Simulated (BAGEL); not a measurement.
**GaHOF (SMILES [OH][Ga][F]): UHF/3-21G (density fitting with qzvpp-jkfit)**

Aim: the vertical doublet–quartet gap of GaHOF at UHF/3-21G (density fitting with qzvpp-jkfit), from 2 runs. 

The results are computed with BAGEL 1.2.2.

3 further runs of the same task are left out: 3 that didn't finish.

## 1. The molecule

The species is GaHOF (4 atoms), meant as a doublet with charge 0. SMILES: `[OH][Ga][F]`. Geometry: relaxed at PBE0-D4/def2-TZVP.

Bond lengths: O1–Ga2 1.795 Å, Ga2–F3 1.759 Å, O1–H4 0.961 Å. Angles: O1–Ga2–F3 114.7°, Ga2–O1–H4 113.8°.

## 2. A single-point energy at UHF/3-21G (density fitting with qzvpp-jkfit)

Contents of calc.json:

```json
{ "bagel" : [

{
  "title" : "molecule",
  "basis" : "3-21g",
  "df_basis" : "qzvpp-jkfit",
  "angstrom" : true,
  "geometry" : [
    { "atom" : "O", "xyz" : [   -0.928500,    0.061200,   -0.333300 ] },
    { "atom" : "Ga", "xyz" : [    0.802400,    0.214300,    0.117400 ] },
    { "atom" : "F", "xyz" : [    1.450100,   -1.148000,    1.023000 ] },
    { "atom" : "H", "xyz" : [   -1.268400,    0.812300,   -0.827400 ] }
  ]
},
{ "title" : "uhf", "nopen" : 1 },
{ "title" : "print", "file" : "orbitals.molden", "orbitals" : true }

]}
```

Started as:

```
BAGEL_NUM_THREADS=1 BAGEL calc.json > calc.out
```

The log of the run:

```text
* using 1 threads per process

  ===============================================================
  ===============================================================

  *** Geometry ***

  { "atom" : "O", "xyz" : [     -1.754611,      0.115651,     -0.629846 ] },
  { "atom" : "Ga", "xyz" : [      1.516316,      0.404968,      0.221854 ] },
  { "atom" : "F", "xyz" : [      2.740292,     -2.169406,      1.933190 ] },
  { "atom" : "H", "xyz" : [     -2.396929,      1.535025,     -1.563559 ] },

  Number of auxiliary basis functions:      438

  Since a DF basis is specified, we compute 2- and 3-index integrals:
    o Being stored without compression. Storage requirement is 0.006 GB

  Number of basis functions:       42
  Number of electrons      :       49

    * METHOD: MOLECULE                             0.13

  *** Open-shell HF ***

  === Nuclear Repulsion ===
   182.3688675154

      * DIIS with orbital gradients will be used.

  === UHF iteration (3-21g) ===
      0      -2087.58749808          0.07969966           0.04
      1      -2087.73408794          0.05588250           0.04
      2      -2087.79198187          0.03658343           0.04
      3      -2087.83077901          0.00154698           0.04
      4      -2087.83128860          0.00087561           0.04
      5      -2087.83140523          0.00024002           0.04
      6      -2087.83142712          0.00007351           0.04
      7      -2087.83143108          0.00004269           0.04
      8      -2087.83143266          0.00002010           0.04
      9      -2087.83143291          0.00000622           0.04
     10      -2087.83143292          0.00000184           0.04
     11      -2087.83143293          0.00000112           0.04
     12      -2087.83143294          0.00000064           0.04
     13      -2087.83143294          0.00000035           0.04
     14      -2087.83143294          0.00000018           0.04
     15      -2087.83143294          0.00000010           0.04
     16      -2087.83143294          0.00000005           0.04
     17      -2087.83143294          0.00000001           0.04
     18      -2087.83143294          0.00000001           0.04
    * SCF iteration converged.

    * S^2 (UHF) is 0.7574

    * Permanent dipole moment:
           (   -0.169482,    -1.477624,     0.715210) a.u.

    * METHOD: UHF                                  0.90

    * METHOD: PRINT                                0.00

  ===============================================================
```

It took 1.2 s on 1 thread of INTEL XEON PLATINUM 8581C at 2.10GHz (Emerald Rapids), shared host; peak memory 0.08 GiB.

## 3. The quartet at the same level

Contents of hf.json:

```json
{ "bagel" : [

{
  "title" : "molecule",
  "basis" : "3-21g",
  "df_basis" : "qzvpp-jkfit",
  "angstrom" : true,
  "geometry" : [
    { "atom" : "O", "xyz" : [   -0.928500,    0.061200,   -0.333300 ] },
    { "atom" : "Ga", "xyz" : [    0.802400,    0.214300,    0.117400 ] },
    { "atom" : "F", "xyz" : [    1.450100,   -1.148000,    1.023000 ] },
    { "atom" : "H", "xyz" : [   -1.268400,    0.812300,   -0.827400 ] }
  ]
},
{ "title" : "uhf", "nopen" : 3 },
{ "title" : "print", "file" : "orbitals.molden", "orbitals" : true }

]}
```

Started as:

```
BAGEL_NUM_THREADS=1 BAGEL hf.json > hf.out
```

The log of the run:

```text
* using 1 threads per process

  ===============================================================
  ===============================================================

  *** Geometry ***

  { "atom" : "O", "xyz" : [     -1.754611,      0.115651,     -0.629846 ] },
  { "atom" : "Ga", "xyz" : [      1.516316,      0.404968,      0.221854 ] },
  { "atom" : "F", "xyz" : [      2.740292,     -2.169406,      1.933190 ] },
  { "atom" : "H", "xyz" : [     -2.396929,      1.535025,     -1.563559 ] },

  Number of auxiliary basis functions:      438

  Since a DF basis is specified, we compute 2- and 3-index integrals:
    o Being stored without compression. Storage requirement is 0.006 GB

  Number of basis functions:       42
  Number of electrons      :       49

    * METHOD: MOLECULE                             0.13

  *** Open-shell HF ***

  === Nuclear Repulsion ===
   182.3688675154

      * DIIS with orbital gradients will be used.

  === UHF iteration (3-21g) ===
      0      -2087.49714610          0.05457173           0.04
      1      -2087.60759732          0.03722658           0.04
      2      -2087.64116336          0.02293394           0.04
      3      -2087.65840845          0.00156245           0.04
      4      -2087.65921437          0.00036704           0.04
      5      -2087.65927539          0.00008866           0.04
      6      -2087.65928349          0.00003704           0.04
      7      -2087.65928579          0.00001974           0.04
      8      -2087.65928662          0.00001182           0.04
      9      -2087.65928685          0.00000433           0.04
     10      -2087.65928686          0.00000172           0.04
     11      -2087.65928686          0.00000053           0.04
     12      -2087.65928686          0.00000021           0.04
     13      -2087.65928686          0.00000009           0.04
     14      -2087.65928686          0.00000004           0.04
     15      -2087.65928686          0.00000002           0.04
     16      -2087.65928686          0.00000001           0.04
    * SCF iteration converged.

    * S^2 (UHF) is 3.7558

    * Permanent dipole moment:
           (    1.895788,    -1.424628,     1.320303) a.u.

    * METHOD: UHF                                  0.84

    * METHOD: PRINT                                0.00

  ===============================================================
```

Run time: 1.1 s. Hardware: 1 thread of INTEL XEON PLATINUM 8581C at 2.10GHz (Emerald Rapids), shared host; peak memory 0.08 GiB.

## 4. Results

Level: UHF/3-21G (density fitting with qzvpp-jkfit).

| quantity | value |
| --- | --- |
| doublet: total energy | -2087.83143 Eh |
| doublet: dipole moment | 4.19 D |
| doublet: ⟨S²⟩ | 0.757 |
| quartet: total energy | -2087.65929 Eh |
| quartet: dipole moment | 6.90 D |
| quartet: ⟨S²⟩ | 3.756 |
| vertical energy of the quartet above the doublet | 4.684 eV |

What this shows: At this shape the quartet lies 4.68 eV (108 kcal/mol) above the doublet.
